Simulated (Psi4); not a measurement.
**[BF4]− (SMILES F[B-](F)(F)F), step by step**

Aim: a structure relaxation (singlet [BF4]−, r2SCAN-3c/def2-mTZVPP), then a single-point energy (doublet BF4, U-r2SCAN-3c/def2-mTZVPP), then a structure relaxation (doublet BF4, U-r2SCAN-3c/def2-mTZVPP), then the energy (singlet [BF4]−, r2SCAN-3c/def2-mTZVPP) of BF4. 

The calculation is run with Psi4 1.11.

## (1) The system as given

The species is [BF4]− (5 atoms), meant as a singlet with charge -1. SMILES: `F[B-](F)(F)F`. The coordinates come from a GFN2-xTB relaxation. The run starts from this shape.

Bond lengths: B1–F2 1.390 Å, B1–F3 1.390 Å, B1–F4 1.390 Å, B1–F5 1.390 Å. Angles: F2–B1–F3 109.5°, F2–B1–F4 109.4°, F2–B1–F5 109.5°, F3–B1–F4 109.4°, F3–B1–F5 109.5°, F4–B1–F5 109.5°.

## (2) A geometry optimisation at r2SCAN-3c/def2-mTZVPP (density fitting) (run 1)

bf4.xyz

```xyz
5
BF4
B      0.000220    -0.000290    -0.000010
F      0.010510    -0.018630     1.389730
F      1.306820     0.011170    -0.473790
F     -0.662480     1.138520    -0.442770
F     -0.655070    -1.130770    -0.473170
```

run.py

```python
import psi4

psi4.set_memory(1600000000)
psi4.set_num_threads(1)
psi4.set_output_file('psi4.out', False)

with open('bf4.xyz') as f:
    atoms = ''.join(f.readlines()[2:])
mol = psi4.geometry('-1 1\n' + atoms + 'symmetry c1')

psi4.set_options(dict(reference='rks'))

energy_value, wavefunction = psi4.optimize("r2scan-3c", molecule=mol, return_wfn=True)
print(f'r2scan-3c energy: {energy_value:.10f} Eh')
print(mol.to_string(dtype='xyz', units='Angstrom'))
```

Launch:

```sh
$ python run.py
```

psi4.out:

```text
[...]
  Running in c1 symmetry.
[...]
  Nuclear repulsion =  181.845338214069386
[...]
  Multiplicity = 1
[...]
  Nalpha       = 21
  Nbeta        = 21
[...]
    Number of basis functions: 115
[...]
   @DF-RKS iter   1:  -424.31355276784535   -5.87026e-01   7.34442e-03 DIIS/ADIIS
[...]
   @DF-RKS iter   5:  -424.53376514196827   -7.78755e-12   4.05171e-09 DIIS
[...]
  @DF-RKS Final Energy:  -424.53376514196827
   => Energetics <=
    Nuclear Repulsion Energy =            178.8852893986983190
    One-Electron Energy =                -958.5917874786273387
    Two-Electron Energy =                 401.3556845743210033
    DFT Exchange-Correlation Energy =     -46.1938107524552493
    Empirical Dispersion Energy =           0.0108591160949840
    VV10 Nonlocal Energy =                  0.0000000000000000
    Total Energy =                       -424.5337651419682743
[...]
  -Total Gradient:
     Atom            X                  Y                   Z
    ------   -----------------  -----------------  -----------------
       1       -0.000020734889     0.000192423726    -0.000002161849
       2       -0.000073099519    -0.000265297534    -0.000088248429
       3        0.000313010418    -0.000115808614     0.000164043187
       4       -0.000025107029    -0.000340450515     0.000334503279
       5        0.000041660434    -0.000064157546     0.000282440600
[...]
```

On the terminal:

```text
Optimizer: Optimization complete!
r2scan-3c energy: -424.5337651420 Eh
5
-1 1 BF4
B                     0.000200123683     0.000213379140    -0.000237807844
F                     0.011083341812    -0.018649015126     1.412069510904
F                     1.329245243089     0.010714997388    -0.480990007603
F                    -0.674312711807     1.157112289463    -0.449725768330
F                    -0.666131841931    -1.149301921913    -0.481215928697
```

Run time: 88 s. Hardware: 1 thread of Intel Xeon 6975P-C (Granite Rapids), shared host; peak memory 1.1 GiB.

Step by step:

| step | energy from the first frame kept (eV) | largest force (eV/Å) |
| --- | --- | --- |
| 0 | 0.0000 | 0.9571 |
| 1 | -0.0402 | 0.1173 |
| 2 | -0.0386 | 0.0337 |
| 3 | -0.0389 | 0.0159 |
| 4 | -0.0413 | 0.0305 |
| 5 | -0.0407 | 0.0212 |
| 6 | -0.0393 | 0.0175 |
| 7 | -0.0404 | 0.0295 |
| 8 | -0.0380 | 0.1701 |
| 9 | -0.0408 | 0.1508 |
| 10 | -0.0400 | 0.0302 |
| 11 | -0.0395 | 0.0301 |
| 12 | -0.0404 | 0.0245 |
| 13 | -0.0404 | 0.0240 |
| 14 | -0.0402 | 0.0246 |

After the run. Bond lengths: B1–F2 1.412 Å, B1–F3 1.413 Å, B1–F4 1.413 Å, B1–F5 1.413 Å. Angles: F2–B1–F3 109.4°, F2–B1–F4 109.4°, F2–B1–F5 109.5°, F3–B1–F4 109.6°, F3–B1–F5 109.5°, F4–B1–F5 109.4°.

## (3) Doublet neutral BF4: the energy at U-r2SCAN-3c/def2-mTZVPP (density fitting) (run 2)

calc.inp

```
memory 1600 MB

molecule {
  0 2
  B      0.000180     0.000240    -0.000239
  F      0.011063    -0.018622     1.412068
  F      1.329225     0.010742    -0.480991
  F     -0.674333     1.157139    -0.449727
  F     -0.666152    -1.149275    -0.481217
  symmetry c1
}

set reference uks

energy('r2scan-3c')
```

Launch:

```sh
$ psi4 -n 1 calc.inp calc.out
```

calc.out:

```text
[...]
  Running in c1 symmetry.
[...]
  Nuclear repulsion =  178.885308656785583
[...]
  Multiplicity = 2
[...]
  Nalpha       = 21
  Nbeta        = 20
[...]
    Number of basis functions: 115
[...]
   @DF-UKS iter   1:  -424.20535619005489   -5.45741e-01   4.56930e-03 DIIS/ADIIS
[...]
   @DF-UKS iter  18:  -424.28699659981083   -7.63968e-08   8.90222e-07 DIIS
[...]
   @S^2 Observed:                7.530869009E-01
[...]
  @DF-UKS Final Energy:  -424.28699659981083
   => Energetics <=
    Nuclear Repulsion Energy =            178.8853086567855826
    One-Electron Energy =                -946.1244160988632075
    Two-Electron Energy =                 388.6799418321272128
    DFT Exchange-Correlation Energy =     -45.7387238036986687
    Empirical Dispersion Energy =           0.0108928138382470
    VV10 Nonlocal Energy =                  0.0000000000000000
    Total Energy =                       -424.2869965998108341
[...]
 Multipole Moments:
 ------------------------------------------------------------------------------------
     Multipole            Electronic (a.u.)      Nuclear  (a.u.)        Total (a.u.)
 ------------------------------------------------------------------------------------
 L = 1.  Multiply by 2.5417464519 to convert [e a0] to [Debye]
 Dipole X            :         -0.0000810           -0.0000815           -0.0001624
 Dipole Y            :          0.0005771           -0.0000867            0.0004904
 Dipole Z            :         -0.0000611            0.0000968            0.0000356
 Magnitude           :                                                    0.0005178
[...]
```

It took 19 s on 1 thread of Intel Xeon 6975P-C (Granite Rapids), shared host; peak memory 1 GiB.

## (4) Doublet neutral BF4: a structure relaxation at U-r2SCAN-3c/def2-mTZVPP (density fitting) (run 3)

input.inp

```
memory 1600 MB

molecule geom {
  0 2
  B
  F 1 R2
  F 1 R3 2 A3
  F 1 R4 2 A4 3 D4
  F 1 R5 2 A5 4 D5

  R2 = 1.412475
  R3 = 1.413362
  A3 = 109.44861
  R4 = 1.412594
  A4 = 109.43749
  D4 = -120.06668
  R5 = 1.413054
  A5 = 109.45773
  D5 = -119.92907
  symmetry c1
}

set {
  reference uks
}

energy_value, wavefunction = optimize("r2scan-3c", return_wfn=True)
print_variables()
```

Launch:

```sh
$ psi4 input.inp input.out -n 1
```

input.out:

```text
[...]
  Running in c1 symmetry.
[...]
  Nuclear repulsion =  178.885341504793217
[...]
  Multiplicity = 2
[...]
  Nalpha       = 21
  Nbeta        = 20
[...]
    Number of basis functions: 115
[...]
   @DF-UKS iter   1:  -424.20535560461479   -5.45739e-01   4.56931e-03 ADIIS/DIIS
[...]
   @DF-UKS iter  10:  -424.28881957519229   -4.53042e-11   3.36002e-09 DIIS
[...]
   @S^2 Observed:                7.529937805E-01
[...]
  @DF-UKS Final Energy:  -424.28881957519229
   => Energetics <=
    Nuclear Repulsion Energy =            181.1351749552410695
    One-Electron Energy =                -950.5749395160769382
    Two-Electron Energy =                 390.9116152131724675
    DFT Exchange-Correlation Energy =     -45.7719648006597595
    Empirical Dispersion Energy =           0.0112945731308896
    VV10 Nonlocal Energy =                  0.0000000000000000
    Total Energy =                       -424.2888195751922922
[...]
  -Total Gradient:
     Atom            X                  Y                   Z
    ------   -----------------  -----------------  -----------------
       1       -0.000002821827     0.000007537213    -0.000003070122
       2       -0.000031170212     0.000088332856     0.000224553489
       3        0.000092506359     0.000200506124    -0.000085185810
       4       -0.000184322278    -0.000154923763     0.000014948692
       5        0.000124931712    -0.000144315329    -0.000151722502
[...]
```

On the terminal:

```text
Optimizer: Optimization complete!
```

It took 73 s on 1 thread of Intel Xeon 6975P-C (Granite Rapids), shared host; peak memory 1.1 GiB.

The path in brief:

| step | energy from the first frame kept (eV) | largest force (eV/Å) |
| --- | --- | --- |
| 0 | 0.0000 | 0.7073 |
| 1 | -0.0421 | 0.1494 |
| 2 | -0.0483 | 0.0469 |
| 3 | -0.0486 | 0.0179 |
| 4 | -0.0496 | 0.0125 |

After the run. Bond lengths: B1–F2 1.396 Å, B1–F3 1.396 Å, B1–F4 1.396 Å, B1–F5 1.396 Å. Angles: F2–B1–F3 107.7°, F2–B1–F4 107.7°, F2–B1–F5 113.0°, F3–B1–F4 113.0°, F3–B1–F5 107.7°, F4–B1–F5 107.7°.

## (5) A single-point energy at r2SCAN-3c/def2-mTZVPP (density fitting) (run 4)

bf4.xyz

```xyz
5
BF4
B      0.000019     0.000026     0.000001
F      0.010772    -0.018611     1.395461
F      1.326001     0.009909    -0.435146
F     -0.715460     1.127990    -0.404448
F     -0.621415    -1.119180    -0.555873
```

bf4.py

```python
import psi4

psi4.set_memory(1600000000)
psi4.set_num_threads(1)
psi4.set_output_file('run.log', False)

with open('bf4.xyz') as f:
    atoms = ''.join(f.readlines()[2:])
geom = psi4.geometry('-1 1\n' + atoms + '')

e = psi4.energy("r2scan-3c", molecule=geom)
print(f'total energy {e:.8f} hartree = {e * 27.211386:.5f} eV')
```

Launch:

```sh
$ python bf4.py
```

run.log:

```text
[...]
  Running in c1 symmetry.
[...]
  Nuclear repulsion =  181.135169013475036
[...]
  Multiplicity = 1
[...]
  Nalpha       = 21
  Nbeta        = 21
[...]
    Number of basis functions: 115
[...]
   @DF-RKS iter   1:  -424.31489667823524   -6.04812e-01   7.31725e-03 ADIIS/DIIS
[...]
   @DF-RKS iter   7:  -424.53182032324963   -4.87557e-09   2.98290e-07 DIIS
[...]
  @DF-RKS Final Energy:  -424.53182032324963
   => Energetics <=
    Nuclear Repulsion Energy =            181.1351690134750356
    One-Electron Energy =                -963.1111261225737508
    Two-Electron Energy =                 403.6611503088452082
    DFT Exchange-Correlation Energy =     -46.2282743489505350
    Empirical Dispersion Energy =           0.0112608259544983
    VV10 Nonlocal Energy =                  0.0000000000000000
    Total Energy =                       -424.5318203232496330
[...]
 Multipole Moments:
 ------------------------------------------------------------------------------------
     Multipole            Electronic (a.u.)      Nuclear  (a.u.)        Total (a.u.)
 ------------------------------------------------------------------------------------
 L = 1.  Multiply by 2.5417464519 to convert [e a0] to [Debye]
 Dipole X            :          0.0001396           -0.0000158            0.0001238
 Dipole Y            :          0.0000002            0.0000004            0.0000006
 Dipole Z            :          0.0000011           -0.0000009            0.0000002
 Magnitude           :                                                    0.0001238
[...]
```

The script printed:

```text
total energy -424.53182032 hartree = -11552.09923 eV
```

Run time: 7.5 s. Hardware: 1 thread of Intel Xeon 6975P-C (Granite Rapids), shared host; peak memory 1 GiB.

## (6) Results

```
                                                                           quantity          value
                              run 1, r2SCAN-3c/def2-mTZVPP: total energy at the end  -424.53377 Eh
                                          run 1, r2SCAN-3c/def2-mTZVPP: HOMO energy       -2.97 eV
                                          run 1, r2SCAN-3c/def2-mTZVPP: LUMO energy        6.70 eV
run 1, r2SCAN-3c/def2-mTZVPP: HOMO–LUMO gap (to an unbound level, set by the basis)        9.67 eV
                                           doublet neutral BF4, run 2: total energy  -424.28700 Eh
                                          doublet neutral BF4, run 2: dipole moment         0.00 D
                     doublet neutral BF4, run 2: HOMO energy (highest over α and β)      -10.74 eV
                      doublet neutral BF4, run 2: LUMO energy (lowest over α and β)      -10.48 eV
                                                   doublet neutral BF4, run 2: ⟨S²⟩          0.753
                                doublet neutral BF4, run 3: total energy at the end  -424.28882 Eh
                                          doublet neutral BF4, run 3: dipole moment         0.00 D
                     doublet neutral BF4, run 3: HOMO energy (highest over α and β)      -10.70 eV
                      doublet neutral BF4, run 3: LUMO energy (lowest over α and β)      -10.40 eV
                                                   doublet neutral BF4, run 3: ⟨S²⟩          0.753
                                         run 4, r2SCAN-3c/def2-mTZVPP: total energy  -424.53182 Eh
                                          run 4, r2SCAN-3c/def2-mTZVPP: HOMO energy       -2.85 eV
                                          run 4, r2SCAN-3c/def2-mTZVPP: LUMO energy        6.71 eV
run 4, r2SCAN-3c/def2-mTZVPP: HOMO–LUMO gap (to an unbound level, set by the basis)        9.56 eV
           adiabatic ionisation energy (to the doublet neutral, no zero-point term)       6.665 eV
```

In words: The adiabatic ionisation energy (to the doublet neutral, no zero-point term) is 6.67 eV (154 kcal/mol). The optimisation (run 1, r2SCAN-3c/def2-mTZVPP) took 15 steps and changed the energy by -0.040 eV. The optimisation (doublet neutral BF4, run 3) took 5 steps and changed the energy by -0.050 eV.
